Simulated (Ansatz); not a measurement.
# GeH6SSi: the cost of one run

Computed with the Python package of Ansatz 0.2.0. Level of theory: MP2/def2-SVPD.

## Step 1: Starting point

Bond lengths: Si1–S2 2.084 Å, S2–Ge3 2.218 Å, Si1–H4 1.422 Å, Si1–H5 1.520 Å, Si1–H6 1.498 Å, Ge3–H7 1.604 Å, Ge3–H8 1.495 Å, Ge3–H9 1.583 Å. Angles: Si1–S2–Ge3 90.9°, S2–Si1–H4 110.7°, S2–Si1–H5 110.5°, S2–Si1–H6 111.9°, H4–Si1–H5 106.9°, H4–Si1–H6 110.9°, H5–Si1–H6 105.9°, S2–Ge3–H7 107.7°, S2–Ge3–H8 109.9°, S2–Ge3–H9 109.8°, H7–Ge3–H8 108.9°, H7–Ge3–H9 107.3°, H8–Ge3–H9 113.0°.

The script holds or builds the structure itself.

## Step 2: The code

Input file field_geh6ssi.py:

```python
import ansatz as az
import numpy as np

GEOMETRY = """
Si   -0.62770    1.08340   -0.86730
S     1.35950    0.53080   -0.56650
Ge    0.73730   -1.09280    0.81090
H    -1.36200    0.01640   -1.45320
H    -0.71270    2.25780   -1.82860
H    -1.27670    1.54500    0.40090
H     2.06510   -1.83080    1.32700
H    -0.11400   -2.08070    0.07980
H     0.01960   -0.47540    2.08000
"""


def main() -> None:
    geometry = az.Crystal.molecule()
    for line in GEOMETRY.strip().splitlines():
        symbol, *xyz = line.split()
        geometry = geometry.atom(symbol, [float(v) for v in xyz])

    job = geometry.calculation()
    job = job.basis(gaussian="def2-SVPD")
    job = job.correlation("mp2")
    job = job.forces()
    centre = np.mean([site.position_ang for site in geometry.cartesian_sites], axis=0)
    field = 2 * 14.399645 * 3.0 / 25.0 ** 2


    def dipole(axis, sign):
        arm = 25.0 * np.eye(3)[axis]
        pair = [{"charge": sign * 3.0, "position_ang": (centre - arm).tolist()}, {"charge": -sign * 3.0, "position_ang": (centre + arm).tolist()}]
        deck = job.input().set(az.key.basis.gaussian.point_charges, pair)
        return np.array(az.Session.from_dict(deck).plan().execute().report["charge_distribution"]["dipole_moment_e_ang"])


    print(f"field {field:.4f} V/A")
    alpha = np.array([(dipole(axis, 1) - dipole(axis, -1)) / (2 * field) * 14.399645 for axis in range(3)])
    print("polarisability tensor (A^3)")
    print(np.array2string(alpha, precision=3, suppress_small=True))
    print(f"mean {np.trace(alpha) / 3:.3f} A^3 = {np.trace(alpha) / 3 / 0.14818471:.2f} bohr^3")


if __name__ == "__main__":
    main()
```

## Step 3: The input behind the calls

The package turns the script's settings into the engine's input (first run):

```yaml
crystal:
  periodic: [false, false, false]
  atoms:
    - { symbol: Si, position_ang: [-0.6277, 1.0834, -0.8673] }
    - { symbol: S, position_ang: [1.3595, 0.5308, -0.5665] }
    - { symbol: Ge, position_ang: [0.7373, -1.0928, 0.8109] }
    - { symbol: H, position_ang: [-1.362, 0.0164, -1.4532] }
    - { symbol: H, position_ang: [-0.7127, 2.2578, -1.8286] }
    - { symbol: H, position_ang: [-1.2767, 1.545, 0.4009] }
    - { symbol: H, position_ang: [2.0651, -1.8308, 1.327] }
    - { symbol: H, position_ang: [-0.114, -2.0807, 0.0798] }
    - { symbol: H, position_ang: [0.0196, -0.4754, 2.08] }
basis:
  gaussian:
    orbitals: def2-SVPD
    point_charges:
      - { charge: 3.0, position_ang: [-24.990177777777777, -0.005144444444444439, -0.0018888888888888783] }
      - { charge: -3.0, position_ang: [25.009822222222223, -0.005144444444444439, -0.0018888888888888783] }
correlation:
  method: mp2
output:
  forces: true
```

## Step 4: The run

On the command line:

```
$ python field_geh6ssi.py
```

Q: Estimate wall time and peak memory on 1 thread of Arm Neoverse V1, shared host.

About 74 s, with a peak of 0.48 GiB.
